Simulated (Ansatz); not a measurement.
Born–Oppenheimer molecular dynamics of a periodic cell of 16 atoms, Si (start crystal Si, start structure diamond, volume 1.1 times the crystal's). It starts from a structure without forces on its atoms.

Level of theory: DFT PBE, scalar-relativistic, plane waves, PAW (Ansatz). Settings: accuracy low, cutoff 420 eV, k mesh 2x2x2, fermi-dirac smearing 0.3 eV, no spin polarisation.

```json
{
  "ensemble": "NVT, Langevin thermostat",
  "time step": "2.25 fs",
  "steps asked": "80",
  "set temperature": "3500 K",
  "friction": "0.02 /fs",
  "seed": "976446"
}
```

First frame:

```xyz
16
Lattice="0.0000 5.6053 5.6053 5.6053 0.0000 5.6053 5.6053 5.6053 0.0000" Properties=species:S:1:pos:R:3
Si 0.000 0.000 0.000
Si 1.401 1.401 1.401
Si 2.803 2.803 0.000
Si 4.204 4.204 1.401
Si 2.803 0.000 2.803
Si 4.204 1.401 4.204
Si 5.605 2.803 2.803
Si 7.007 4.204 4.204
Si 0.000 2.803 2.803
Si 1.401 4.204 4.204
Si 2.803 5.605 2.803
Si 4.204 7.007 4.204
Si 2.803 2.803 5.605
Si 4.204 4.204 7.007
Si 5.605 5.605 5.605
Si 7.007 7.007 7.007
```

Problem. What does the run give?

Solution. The run went to its last step.

```yaml
steps_done: 80
time_covered: 180 fs
mean_temperature_over_the_second_half: 3043 K
spread_of_the_potential_energy_over_the_second_half: 66.8 meV per atom
mean_potential_energy_of_the_second_half_above_the_start: 549.9 meV per atom
```

The mean temperature of the second half is 13 % below the set value. A run of 0.18 ps of so small a system gives no equilibrium averages. Limits of this set-up: coarse k mesh, low accuracy level.

Problem. What happens to the structure?

Solution. Mean squared displacements from the first frame to the last, about the centre of mass: Si 0.45 Å². The details hang on the random start.

Problem. How do temperature and energy run in time?

Solution. 
| time (fs) | T (K) | potential energy less start (eV) |
| --- | --- | --- |
| 0.0 | 3281 | 0.000 |
| 4.5 | 3379 | 0.594 |
| 9.0 | 2625 | 2.104 |
| 13.5 | 1987 | 3.890 |
| 18.0 | 2058 | 5.406 |
| 22.5 | 1655 | 5.912 |
| 27.0 | 2161 | 5.468 |
| 31.5 | 2717 | 5.003 |
| 36.0 | 3010 | 4.705 |
| 40.5 | 3618 | 4.779 |
| 45.0 | 3844 | 5.094 |
| 49.5 | 4226 | 5.331 |
| 54.0 | 4409 | 5.901 |
| 58.5 | 4038 | 6.655 |
| 63.0 | 3695 | 7.529 |
| 67.5 | 3165 | 8.364 |
| 72.0 | 3212 | 8.709 |
| 76.5 | 4186 | 8.297 |
| 81.0 | 4137 | 7.819 |
| 85.5 | 4207 | 8.031 |
| 90.0 | 4047 | 8.783 |
| 94.5 | 3847 | 9.730 |
| 99.0 | 3182 | 10.481 |
| 103.5 | 2412 | 10.570 |
| 108.0 | 2273 | 10.473 |
| 112.5 | 2506 | 10.175 |
| 117.0 | 2433 | 9.783 |
| 121.5 | 2648 | 9.421 |
| 126.0 | 3119 | 9.009 |
| 130.5 | 3187 | 8.753 |
| 135.0 | 3179 | 8.597 |
| 139.5 | 3109 | 8.469 |
| 144.0 | 3648 | 8.305 |
| 148.5 | 3629 | 8.277 |
| 153.0 | 3348 | 7.984 |
| 157.5 | 3409 | 7.528 |
| 162.0 | 2980 | 7.166 |
| 166.5 | 2746 | 7.242 |
| 171.0 | 2624 | 7.526 |
| 175.5 | 2438 | 7.942 |
| 180.0 | 2687 | 8.413 |

The run took 7.9 min on 1 thread of Arm Neoverse V2, with other jobs on the host, peak memory 0.72 GiB.
